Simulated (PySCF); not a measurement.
# Ga2H6Se2 ((H2Ga-mu-SeH)2): the cost of one run

The runs use PySCF 2.14.0, with density-fitted response routines of our own; the level of theory stands in each step. All values are computed, except where a source is named. Atoms count from 0, in the outputs and in this text.

1 further run of the same task is left out (it didn't finish).

## (1) Starting geometry

10 atoms, charge 0, multiplicity 1; geometry from: GFN2-xTB. The atoms were then displaced at random by about 0.03 Å, so the start is not that level's minimum.

Bonds of the start (Å): Ga0–H1 1.46, Ga0–H2 1.66, Ga0–Se3 2.57, Ga0–Se7 2.48, Se3–Ga4 2.63, Se3–H8 1.42, Ga4–H5 1.56, Ga4–H6 1.53, Ga4–Se7 2.49, Se7–H9 1.46.

## (2) Geometry optimisation at PBE0-D3(BJ)/def2-SVP

Job settings and geometry (Å):

```
{"job": {"xc": "PBE0", "basis": "def2-SVP", "d3": "d3bj", "grid": 1, "maxiter": 40, "shake": 0.03, "kind": "geom"}, "charge": 0, "multiplicity": 1}
Ga     0.637030     0.034400    -1.454370
H      1.818750    -0.795560    -1.641740
H     -0.061260     0.968550    -2.640340
Se     1.141890     1.653700     0.481860
Ga    -1.002680     0.289960     1.155130
H     -0.600180    -0.460890     2.457380
H     -2.188600     1.251790     1.137640
Se    -1.229790    -1.395600    -0.664730
H      1.979870     0.747930     1.177740
H     -0.370390    -2.371040    -0.004170
```

Run with:

```console
> OMP_NUM_THREADS=1 python probes_run.py task.json out
```

The driver reads the jobs from task.json and runs them one after another.

Q: Estimate the wall time and peak memory of this first job on 1 thread of Arm Neoverse V1, shared host.

About 3.4 min, with a peak of 0.8 GiB.
